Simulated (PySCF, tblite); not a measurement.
**C5H2ClF3O− (doublet): geometry, infrared bands and EPR parameters**

What infrared bands and EPR parameters should C5H2ClF3O− (doublet) (`FC(F)(F)C1=C(Cl)O[CH][CH-]1`) show?

Programs: tblite 0.8.0 and PySCF 2.14.0, with density-fitted response routines of our own. Each step states its level of theory. These are calculated values for one molecule in the gas phase, unless marked as measured. Atoms count from 0, in the outputs and in this text.

## (1) The starting structure

12 atoms, charge -1, multiplicity 2; geometry from: force field or distance geometry start.

Bonds of the start (Å): F0–C1 1.39, C1–F2 1.40, C1–F3 1.38, C1–C4 1.49, C4–C5 1.34, C5–Cl6 1.77, C5–O7 1.38, O7–C8 1.44, C8–C9 1.49, C9–C4 1.46, C8–H10 1.11, C9–H11 1.09.

## (2) Geometry optimisation with GFN2-xTB

The job: settings as JSON, then the geometry in Å.

```
{"job": {"kind": "relax", "xc": "GFN2-xTB", "basis": "xTB"}, "charge": -1, "multiplicity": 2}
F      2.242100     1.223800     0.358600
C      1.685700    -0.020800     0.084900
F      2.055300    -0.912600     1.104900
F      2.252500    -0.466400    -1.091900
C      0.204800     0.071200     0.004400
C     -0.557000     1.163500     0.129500
Cl     0.092600     2.772700     0.463800
O     -1.888400     0.829600    -0.028000
C     -2.026200    -0.578900     0.252500
C     -0.704100    -1.043700    -0.267300
H     -2.872400    -1.035300    -0.297100
H     -0.483500    -2.003900    -0.740400
```

The run is started by

```sh
> OMP_NUM_THREADS=1 python probes_run.py task.json out
```

One launch serves the whole session: the jobs run in the order shown.

**Question.** This job is followed by: GFN2-xTB harmonic vibrations, gas phase; UKS B3LYP, pcH-1 on C Cl F H O, non-relativistic, mean-field spin-orbit, GIAO. What will the session give for the following? strongest single infrared mode (GFN2-xTB); zero-point energy (GFN2-xTB); g(iso) (B3LYP); ⟨S²⟩; largest a(iso) (averaged by class).

The runs gave:

| quantity | value |
| --- | --- |
| strongest single infrared mode (GFN2-xTB) | 881 cm⁻¹, 348 km/mol |
| zero-point energy (GFN2-xTB) | 36.9 kcal/mol |
| g(iso) (B3LYP) | 2.00500 |
| ⟨S²⟩ | 0.755 (exact 0.75) |
| largest a(iso) (averaged by class) | 13C on C5, 635.1 MHz |

Relaxing lowered the energy by 1.831 eV in 90 steps; the close pair that moved most is C5–Cl6, from 1.767 to 1.998 Å. All 30 modes are real, so the xTB geometry is a minimum. The strongest single mode, at 881 cm⁻¹, moves mainly C1. Unscaled tight-binding wavenumbers are off by several per cent, some by more. Its intensities can rank the bands wrongly. The largest share of the spin, 0.51 e, sits on C5. The isotropic g lies 2.7 ppt above the free-electron value. The records flag this anion as possibly unbound in the gas phase, so the basis may hold the extra electron. The conformer search found further structures of the same energy, which may be mirror or relabelled copies of this one.
